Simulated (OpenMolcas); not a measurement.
# A workflow on CH5AsSi (SMILES C1[SiH2][AsH]1)

Wanted: a series of 11 runs (HF/cc-pVDZ-DK, CASSCF(8,7)/cc-pVDZ-DK, CASPT2[IPEA 0](8,7)/cc-pVDZ-DK, PC-NEVPT2(8,7)/cc-pVDZ-DK, CASPT2[IPEA 0.15](8,7)/cc-pVDZ-DK, MC-PDFT[tBLYP](8,7)/cc-pVDZ-DK, CASPT2(8,7)/cc-pVDZ-DK, DMRG(8,7)/cc-pVDZ-DK) of CH5AsSi. 

The calculation is run with OpenMolcas 26.06.

### 1 The structure to begin with

CH5AsSi: 8 atoms, total charge 0, spin state singlet. SMILES: `C1[SiH2][AsH]1`. The coordinates come from a PBE0-D4/def2-TZVP relaxation.

Bond lengths: C1–Si2 1.843 Å, C1–As3 2.046 Å, Si2–As3 2.317 Å, C1–H4 1.084 Å, C1–H5 1.086 Å, Si2–H6 1.480 Å, Si2–H7 1.479 Å, As3–H8 1.526 Å. Some angles: C1–Si2–As3 57.6°, Si2–C1–As3 72.9°, C1–As3–Si2 49.5°, C1–Si2–H6 117.5°, C1–Si2–H7 118.2°, As3–Si2–H6 118.8°, As3–Si2–H7 119.8°, Si2–C1–H4 121.0°, Si2–C1–H5 118.1°, As3–C1–H4 114.8°.

### 2 The energy at HF/cc-pVDZ-DK (DKH2, RICD fitting) (run 1)

File step1.input:

```
* CH5AsSi Hartree-Fock
&GATEWAY
Coord
8
angstrom
C       -0.770300       0.017900      -0.576000
Si       0.707800       0.663100       0.315700
As      -0.538100      -1.122700       1.107200
H       -0.667200      -0.524000      -1.509300
H       -1.690700       0.591800      -0.522300
H        0.581300       1.973900       0.990500
H        2.040800       0.422300      -0.277100
H        0.428400      -2.079400       0.415600
Basis=cc-pVDZ-DK
Group=NoSym
RICD
&SEWARD
Relativistic=R02E00
&SCF
PrOrbitals=1 1
```

Started as:

```bash
$ export MOLCAS_MEM=1860
$ pymolcas step1.input > step1.log
```

The program printed (excerpt; [...] marks lines left out):

```text
--- Start Module: gateway ---
[...]
--- Stop Module: gateway /rc=_RC_ALL_IS_WELL_ ---
--- Start Module: seward ---
[...]
      Basis functions           84
--- Stop Module: seward /rc=_RC_ALL_IS_WELL_ ---
[...]
--- Start Module: scf ---
[...]
       Convergence after  11 Iterations
[...]
::    Total SCF energy                              -2589.1461081376
[...]
      Total spin, S                                     0.0000000000
[...]
      Total electronic charge=   58.000000
      Total            charge=   -0.000000
[...]
      Dipole Moment (debye):
      Origin of the operator (angstrom)=   -0.2423   -0.5416    0.7001
                   X=  4.3912E-01               Y=  7.0385E-01               Z= -8.3242E-01           Total=  1.1752E+00
      Quadrupole Moment (debye*angstrom):
[...]
--- Stop Module: scf /rc=_RC_ALL_IS_WELL_ ---
[...]
```

Wall time 3.9 s (1 thread of AMD EPYC 7R43 (Zen 3), shared host); peak memory 0.079 GiB.

### 3 The excited states at CASSCF(8,7)/cc-pVDZ-DK (DKH2, RICD fitting, 4 states averaged) (run 2)

File step2.input:

```
* CH5AsSi CASSCF
>>> EXPORT MOLCAS_PRINT=2

&GATEWAY
  Coord
  8
  angstrom
  C       -0.770300       0.017900      -0.576000
  Si       0.707800       0.663100       0.315700
  As      -0.538100      -1.122700       1.107200
  H       -0.667200      -0.524000      -1.509300
  H       -1.690700       0.591800      -0.522300
  H        0.581300       1.973900       0.990500
  H        2.040800       0.422300      -0.277100
  H        0.428400      -2.079400       0.415600
  Basis
  cc-pVDZ-DK
  Group
  NoSym
  RICD

&SEWARD
  Relativistic
  R02E00

&RASSCF
  FileOrb
  $CurrDir/step1.ScfOrb
  Spin
  1
  Nactel
  8 0 0
  Inactive
  25
  Ras2
  7
  CIRoot
  4 4 1
  OrbListing
  Nothing
```

Started as:

```bash
$ export MOLCAS_MEM=1860
$ pymolcas step2.input > step2.log
```

The program printed (excerpt; [...] marks lines left out):

```text
--- Start Module: gateway ---
[...]
--- Stop Module: gateway /rc=_RC_ALL_IS_WELL_ ---
--- Start Module: seward ---
[...]
      Basis functions           84
--- Stop Module: seward /rc=_RC_ALL_IS_WELL_ ---
[...]
--- Start Module: rasscf ---
[...]
      Number of active orbitals                  7
[...]
      Spin quantum number                      0.0
[...]
      Active orbitals                            7
[...]
      Number of CSFs                           490
[...]
      Number of root(s) required                 4
[...]
      Convergence after 37 iterations
[...]
      printout of CI-coefficients larger than  0.05 for root  1
      energy=   -2589.186027
      conf/sym  1111111     Coeff  Weight
             1  2222000  -0.97154 0.94390
             2  222ud00   0.09049 0.00819
             3  2220200   0.08707 0.00758
            74  2202020   0.10270 0.01055
[...]
      Natural orbitals and occupation numbers for root  1
      sym 1:   1.980218   1.996084   1.961145   1.966279   0.027911   0.047400   0.020962
      Natural orbitals and occupation numbers for root  2
      sym 1:   1.981190   1.987504   1.092585   1.951293   0.913394   0.052433   0.021601
      Natural orbitals and occupation numbers for root  3
      sym 1:   1.969977   1.986077   1.887013   1.087984   0.147044   0.898393   0.023513
      Natural orbitals and occupation numbers for root  4
      sym 1:   1.971706   1.992701   1.919146   1.090568   0.074250   0.926618   0.025010
      ************************************************************************************************************************
      *                                                    Final results                                                     *
[...]
::    RASSCF root number  1 Total energy:  -2589.18602748
::    RASSCF root number  2 Total energy:  -2588.94601687
::    RASSCF root number  3 Total energy:  -2588.93978586
::    RASSCF root number  4 Total energy:  -2588.92414639
[...]
      Total electronic charge=   58.000000
      Total            charge=   -0.000000
[...]
      Dipole Moment (debye):
      Origin of the operator (angstrom)=   -0.2423   -0.5416    0.7001
                   X= -2.4811E-01               Y=  8.8909E-01               Z= -1.3501E+00           Total=  1.6355E+00
      Quadrupole Moment (debye*angstrom):
[...]
--- Stop Module: rasscf /rc=_RC_ALL_IS_WELL_ ---
[...]
```

Run time: 12 s. Hardware: 1 thread of AMD EPYC 7R43 (Zen 3), shared host; peak memory 0.081 GiB.

The roots found:

| excited state | energy (eV) |
| --- | --- |
| 1 | 6.531 |
| 2 | 6.701 |
| 3 | 7.126 |

### 4 The vertical excitations at CASPT2[IPEA 0](8,7)/cc-pVDZ-DK (DKH2, RICD fitting, ipea shift 0 Eh, pt2 variant MS, real shift 0.1 Eh, 4 states averaged) (run 3)

File step3.input:

```
&GATEWAY
  Coord
  8
  angstrom
  C       -0.770300       0.017900      -0.576000
  Si       0.707800       0.663100       0.315700
  As      -0.538100      -1.122700       1.107200
  H       -0.667200      -0.524000      -1.509300
  H       -1.690700       0.591800      -0.522300
  H        0.581300       1.973900       0.990500
  H        2.040800       0.422300      -0.277100
  H        0.428400      -2.079400       0.415600
  Basis
  cc-pVDZ-DK
  Group
  NoSym
  RICD

&SEWARD
  Relativistic
  R02E00

&RASSCF
  FileOrb
  $CurrDir/step2.RasOrb
  Spin
  1
  Nactel
  8 0 0
  Inactive
  25
  Ras2
  7
  CIRoot
  4 4 1
  OrbListing
  Nothing

&CASPT2
  Multistate
  all
  IPEA
  0
  Shift
  0.1
```

Started as:

```bash
$ export MOLCAS_MEM=1860
$ pymolcas step3.input > step3.log
```

The program printed (excerpt; [...] marks lines left out):

```text
--- Start Module: gateway ---
[...]
--- Stop Module: gateway /rc=_RC_ALL_IS_WELL_ ---
[...]
      Basis functions           84
[...]
--- Start Module: rasscf ---
[...]
      Number of active orbitals                  7
[...]
      Spin quantum number                      0.0
[...]
      Active orbitals                            7
[...]
      Number of CSFs                           490
[...]
      Number of root(s) required                 4
[...]
      Convergence after  5 iterations
[...]
      printout of CI-coefficients larger than  0.05 for root  1
      energy=   -2589.186028
      conf/sym  1111111     Coeff  Weight
             1  2222000  -0.97155 0.94391
             2  222ud00   0.09044 0.00818
             3  2220200   0.08707 0.00758
            74  2202020   0.10270 0.01055
[...]
      Natural orbitals and occupation numbers for root  1
      sym 1:   1.980219   1.996085   1.961151   1.966284   0.027908   0.047396   0.020957
      Natural orbitals and occupation numbers for root  2
      sym 1:   1.981187   1.987509   1.092615   1.951244   0.913365   0.052476   0.021605
      Natural orbitals and occupation numbers for root  3
      sym 1:   1.969976   1.986079   1.886861   1.088137   0.147180   0.898259   0.023508
      Natural orbitals and occupation numbers for root  4
      sym 1:   1.971709   1.992705   1.919189   1.090500   0.074214   0.926681   0.025001
      ************************************************************************************************************************
      *                                                    Final results                                                     *
[...]
::    RASSCF root number  1 Total energy:  -2589.18602771
::    RASSCF root number  2 Total energy:  -2588.94601755
[...]
      Total electronic charge=   58.000000
      Total            charge=   -0.000000
[...]
      Dipole Moment (debye):
      Origin of the operator (angstrom)=   -0.2423   -0.5416    0.7001
                   X= -2.4814E-01               Y=  8.8907E-01               Z= -1.3500E+00           Total=  1.6354E+00
      Quadrupole Moment (debye*angstrom):
[...]
--- Stop Module: rasscf /rc=_RC_ALL_IS_WELL_ ---
[...]
--- Start Module: caspt2 ---
[...]
::    MS-CASPT2 Root  1     Total energy:  -2589.51387833
::    MS-CASPT2 Root  2     Total energy:  -2589.30056256
::    MS-CASPT2 Root  3     Total energy:  -2589.29056465
::    MS-CASPT2 Root  4     Total energy:  -2589.28630046
[...]
```

Wall time 12 s (1 thread of AMD EPYC 7R43 (Zen 3), shared host); peak memory 0.081 GiB.

The roots found:

| excited state | energy (eV) |
| --- | --- |
| 1 | 5.805 |
| 2 | 6.077 |
| 3 | 6.193 |

Runs 4 to 10 aren't shown in full; the table further down has their settings and results.

### 5 A single-point energy at DMRG(8,7)/cc-pVDZ-DK (DKH2, RICD fitting, bond dimension 64) (run 11)

File step11.inp:

```
&GATEWAY
Coord
8
angstrom
C       -0.770300       0.017900      -0.576000
Si       0.707800       0.663100       0.315700
As      -0.538100      -1.122700       1.107200
H       -0.667200      -0.524000      -1.509300
H       -1.690700       0.591800      -0.522300
H        0.581300       1.973900       0.990500
H        2.040800       0.422300      -0.277100
H        0.428400      -2.079400       0.415600
Basis
cc-pVDZ-DK
Group
NoSym
RICD
&SEWARD
Relativistic
R02E00
&RASSCF
FileOrb
$CurrDir/step2.RasOrb
Spin
1
Nactel
8 0 0
Inactive
25
Ras2
7
OrbListing
Nothing
DMRG
RGInput
nsweeps = 4
max_bond_dimension = 64
EndRG
```

Started as:

```bash
$ export MOLCAS_MEM=1860
$ pymolcas step11.inp > step11.log
```

The program printed (excerpt; [...] marks lines left out):

```text
--- Start Module: gateway ---
[...]
--- Stop Module: gateway /rc=_RC_ALL_IS_WELL_ ---
--- Start Module: seward ---
[...]
      Basis functions           84
--- Stop Module: seward /rc=_RC_ALL_IS_WELL_ ---
[...]
--- Start Module: rasscf ---
[...]
      Number of active orbitals                  7
[...]
      Spin quantum number                      0.0
[...]
      Active orbitals                            7
[...]
      Jacobi-Davidson threshold                   0.100E-10
[...]
      Number of root(s) required                 1
[...]
      Convergence after 14 iterations
[...]
      Natural orbitals and occupation numbers for root  1
      sym 1:   1.978270   1.996336   1.962467   1.958657   0.029782   0.050623   0.023865
      ************************************************************************************************************************
      *                                                    Final results                                                     *
[...]
::    RASSCF root number  1 Total energy:  -2589.20265653
[...]
      Total electronic charge=   58.000000
      Total            charge=   -0.000000
[...]
      Dipole Moment (debye):
      Origin of the operator (angstrom)=   -0.2423   -0.5416    0.7001
                   X=  2.3662E-01               Y=  5.5214E-01               Z= -8.4295E-01           Total=  1.0351E+00
      Quadrupole Moment (debye*angstrom):
[...]
--- Stop Module: rasscf /rc=_RC_ALL_IS_WELL_ ---
[...]
```

It took 23 s on 1 thread of AMD EPYC 7R43 (Zen 3), shared host; peak memory 0.081 GiB.

### 6 The series

```
run                                                                                                                                 level      starting guess        task  partner   energy (Eh)  dipole moment (D) of the reference  wall time
  1                                                                                                    HF/cc-pVDZ-DK (DKH2, RICD fitting)                   –      energy     base  -2589.146108                                1.18      3.9 s
  2                                                                        CASSCF(8,7)/cc-pVDZ-DK (DKH2, RICD fitting, 4 states averaged)  orbitals of step 1     excited     base  -2589.186027                                1.09       12 s
  3            CASPT2[IPEA 0](8,7)/cc-pVDZ-DK (DKH2, RICD fitting, ipea shift 0 Eh, pt2 variant MS, real shift 0.1 Eh, 4 states averaged)  orbitals of step 2     excited     base  -2589.513878                                1.09       12 s
  4                                           PC-NEVPT2(8,7)/cc-pVDZ-DK (DKH2, RICD fitting, pt2 variant QD-PC-NEVPT2, 4 states averaged)  orbitals of step 2     excited     base  -2589.506799                                1.09      9.9 s
  5  CASPT2[IPEA 0.15](8,7)/cc-pVDZ-DK (DKH2, RICD fitting, ipea shift 0.15 Eh, pt2 variant MS, 4 states averaged, second multiplicity 3)  orbitals of step 2  spin-orbit     base  -2589.513682                                   –       27 s
  6                CASPT2[IPEA 0](8,7)/cc-pVDZ-DK (DKH2, RICD fitting, fock type G3, ipea shift 0 Eh, pt2 variant XMS, 4 states averaged)  orbitals of step 2     excited     base  -2589.516999                                1.09       13 s
  7                                                                MC-PDFT[tBLYP](8,7)/cc-pVDZ-DK (DKH2, RICD fitting, 4 states averaged)  orbitals of step 2     excited     base  -2591.821924                                1.09       19 s
  8                                    CASPT2(8,7)/cc-pVDZ-DK (DKH2, RICD fitting, ipea shift 0.25 Eh, pt2 variant SS, 4 states averaged)  orbitals of step 2     excited     base  -2589.513224                                1.09       12 s
  9           CASPT2[IPEA 0](8,7)/cc-pVDZ-DK (DKH2, RICD fitting, ipea shift 0 Eh, pt2 variant SS, sigma1 shift 0.2, weight exponent 100)  orbitals of step 2      energy  triplet  -2589.351379                                1.34       12 s
 10                                                                        CASSCF(8,7)/cc-pVDZ-DK (DKH2, RICD fitting, 4 states averaged)  orbitals of step 2     excited     base  -2589.186028                                1.09      5.7 s
 11                                                                          DMRG(8,7)/cc-pVDZ-DK (DKH2, RICD fitting, bond dimension 64)  orbitals of step 2      energy     base  -2589.202657                                1.04       23 s
```

### 7 Results

| quantity | value |
| --- | --- |
| run 11, DMRG(8,7)/cc-pVDZ-DK: total energy | -2589.20266 Eh |
| run 11, DMRG(8,7)/cc-pVDZ-DK: dipole moment (CASSCF density) | 1.04 D |

All runs together took 2.5 min, the longest 27 s.
